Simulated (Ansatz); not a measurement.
# CrO2: the cost of one run

Method: DFT PBE+U (U_eff = 3.7 eV on Cr 3d), scalar-relativistic, plane waves, PAW, in Ansatz 0.2.0.

## Step 1: The starting structure

The structure is tetragonal, space group P4_2/mnm (No. 136). Conventional cell: a = 4.479 Å, b = 4.479 Å, c = 2.973 Å, α = 90.00°, β = 90.00°, γ = 90.00°. Cr (site symmetry mmm) is surrounded by 6 O at 1.92 to 1.94 Å. O (site symmetry m2m) is surrounded by 3 Cr at 1.92 to 1.94 Å.

Coordinates:

```xyz
6
Lattice="4.4787 0.0000 0.0000 0.0000 4.4787 0.0000 0.0000 0.0000 2.9727" Properties=species:S:1:pos:R:3 pbc="T T T"
Cr    0.0000    0.0000    0.0000
Cr    2.2393    2.2393    1.4863
O     1.3578    1.3578    0.0000
O     0.8815    3.5972    1.4863
O     3.1208    3.1208    0.0000
O     3.5972    0.8815    1.4863
```

An earlier run at PBE+U (U_eff = 3.7 eV on Cr 3d) left this cell at 9.938 Å³/atom and -0.04 GPa (6×6×8 mesh).

## Step 2: Field gradients and densities at the nuclei

Contents of input.yaml:

```yaml
crystal:
  lattice:
    - [4.4786656976, 0.0, 0.0]
    - [0.0, 4.4786656976, 0.0]
    - [0.0, 0.0, 2.9726996706]
  atoms:
    - { symbol: Cr, position: [0.0, 0.0, 0.0], spin: 2.29 }
    - { symbol: Cr, position: [0.5, 0.5, 0.5], spin: 2.29 }
    - { symbol: O, position: [0.3031768207, 0.3031768207, 0.0] }
    - { symbol: O, position: [0.1968231793, 0.8031768207, 0.5] }
    - { symbol: O, position: [0.6968231793, 0.6968231793, 0.0] }
    - { symbol: O, position: [0.8031768207, 0.1968231793, 0.5] }
basis:
  ecutwfc: 420
  ecutrho_ratio: 4
kpoints:
  mp_grid: { grid: [6, 6, 8] }
hamiltonian:
  xc: pbe
  hubbard: { sites: [{ species: Cr, l: d, u_eff: 3.7 }] }
scf:
  occupations: { method: gaussian, width: 0.05 }
  lower_state_search: "off"
output:
  forces: true
  stress: true
  eigenvalues: true
  populations: true
  hubbard: { sites: [{ species: Cr, l: d }] }
  efg:
    contact_densities: true
    quadrupole_moments_barn: { Cr: -0.15, O: -0.02558 }
magnetization:
  spin_polarized: true
checkpoint:
  read: start.run
  write: ck
  compress: false
  write_wavefunctions: false
  write_every: 100000
```

start.run is the folder with the converged state of an earlier run on this cell.

Started as:

```sh
> ansatz run input.yaml --threads 4 --pin off --max-ram 10240MiB --backend cpu --events-out ev --progress --plain --runs-dir out
```

**Question.** How long does this run take on 4 threads of Arm Neoverse V2, shared host, and how much memory does it need?

About 3.1 s, with a peak of 0.53 GiB.
